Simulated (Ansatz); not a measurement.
**AlBrClHS: one species, many methods**

The task here is to estimate one member of a computed series from the others.

Computed with Ansatz 0.2.0, Gaussian basis. Level: functionals in def2-TZVPP, the program's frozen cores in correlated methods.

Plan: LDA (SPW92), PBE-D4, revPBE-D4, BLYP-D4, r2SCAN-D4, B97M-V, PBE0-D4, B3LYP-D4, r2SCANh-D4, r2SCAN0-D4, HSE06-D4, BHLYP-D4, CAM-B3LYP-D4, LC-ωPBE, ωB97X-V, ωB97M-V, B2PLYP, PBE-QIDH; CCSD(T)/def2-SVP; CCSD(T)/def2-TZVPP; MP2/def2-QZVPP; extrapolation to the limit; RPA on PBE.

**The geometry**

The geometry comes from an earlier relaxation with PBE0-D4 in a triple-zeta def2 set; it is a stationary point.

5 atoms, charge 0, spin multiplicity 1.

Atoms are counted from 1 here; the program's logs count them from 0.

Bond lengths: S1–Al2 2.159 Å, S1–H5 1.345 Å, Al2–Cl3 2.077 Å, Al2–Br4 2.238 Å. Angles: Al2–S1–H5 92.2°, S1–Al2–Cl3 118.6°, S1–Al2–Br4 121.4°, Cl3–Al2–Br4 120.1°.

The first run:

File in.yaml:

```yaml
crystal:
  periodic: [false, false, false]
  atoms:
    - {symbol: S, position_ang: [0.103228, 1.673232, 0.404454]}
    - {symbol: Al, position_ang: [0.228303, -0.466912, 0.150925]}
    - {symbol: Cl, position_ang: [1.513879, -1.539903, 1.380309]}
    - {symbol: Br, position_ang: [-0.990833, -1.529379, -1.395805]}
    - {symbol: H, position_ang: [-0.804777, 1.789262, -0.581384]}
basis:
  gaussian: {orbitals: def2-TZVPP}
hamiltonian: {xc: lda}
output: {orbitals: {seedname: orbitals}}
```

Steps of the session up to this table: LDA; PBE-D4 (GGA); revPBE-D4 (GGA); BLYP-D4 (GGA); r2SCAN-D4 (meta-GGA); B97M-V (meta-GGA); PBE0-D4 (hybrid); B3LYP-D4 (hybrid); r2SCANh-D4 (hybrid); r2SCAN0-D4 (hybrid); HSE06-D4 (hybrid); BHLYP-D4 (hybrid); CAM-B3LYP-D4 (range-separated); LC-ωPBE-D4 (range-separated; the results give it without D4); ωB97X-V (range-separated); ωB97M-V (range-separated); B2PLYP (double hybrid); PBE-QIDH (double hybrid).

One table of the session follows, with a row left open; its other results are not shown here.

It belongs to the step «Frontier levels by functional». 

| functional | HOMO (eV) | gap (eV) |
| --- | --- | --- |
| LDA (SPW92) | -7.15 | 4.90 |
| PBE-D4 | -7.01 | 5.05 |
| revPBE-D4 | -6.95 | 5.13 |
| BLYP-D4 | -6.81 | 4.95 |
| r2SCAN-D4 | -7.32 | 5.76 |
| B97M-V | -7.35 | 5.75 |
| PBE0-D4 | -8.24 | 7.11 |
| B3LYP-D4 | -7.96 | 6.59 |
| r2SCANh-D4 | ? | ? |
| r2SCAN0-D4 | -8.44 | 7.53 |
| HSE06-D4 | -7.84 | 6.33 |
| BHLYP-D4 | -9.29 | 9.00 |
| CAM-B3LYP-D4 | -9.54 | 9.37 |
| LC-ωPBE | -10.99 | 11.96 |
| ωB97X-V | -10.60 | 11.48 |
| ωB97M-V | -10.41 | 11.01 |

**Question.** Estimate the row for r2SCANh-D4.

Worked estimate for «HOMO (eV)». Against the share of exact exchange, r2SCAN-D4 (0, -7.32), r2SCAN0-D4 (0.25, -8.44) give a slope of -4.48 per unit share; at 0.1 the line stands at -7.77.

**Answer.** HOMO (eV): -7.76; gap (eV): 6.47. In «HOMO (eV)» the line misses by -0.01.
